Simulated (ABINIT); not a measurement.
Crystal: Hg2S.

```
Hg S
1.0
     0.00000    3.45307    3.45307
     3.45307    0.00000    3.45307
     3.45307    3.45307    0.00000
Hg S
2 1
Cartesian
  5.1796 5.1796 5.1796
  1.7265 1.7265 1.7265
  0.0000 0.0000 0.0000
```

The cell was built by a generator and needn't be a form met in nature.

Base run:

| Item | Value |
| --- | --- |
| Program | ABINIT 10.8.3 (patched build) |
| Functional | PBEsol |
| Potentials or basis | PseudoDojo NC SR PBEsol v0.4.1 standard |
| Cutoff | 789 eV |
| k mesh | 5 × 5 × 5 |
| Occupations | fermi-dirac, width 0.05 eV |
| Spin | no spin polarisation |

Its results: band gap on the k mesh none (metal or under the smearing width); pressure -5.3 GPa.

Q: The run is repeated on the same cell with these changes: functional from PBEsol to LDA-Teter; potentials or basis from PseudoDojo NC SR PBEsol v0.4.1 standard to JTH PAW LDA v2.0; cutoff from 789 eV to 544 eV; valence electrons from 46 to 30. What comes out?

A: Band gap on the k mesh none (metal or under the smearing width); pressure -6.5 GPa.
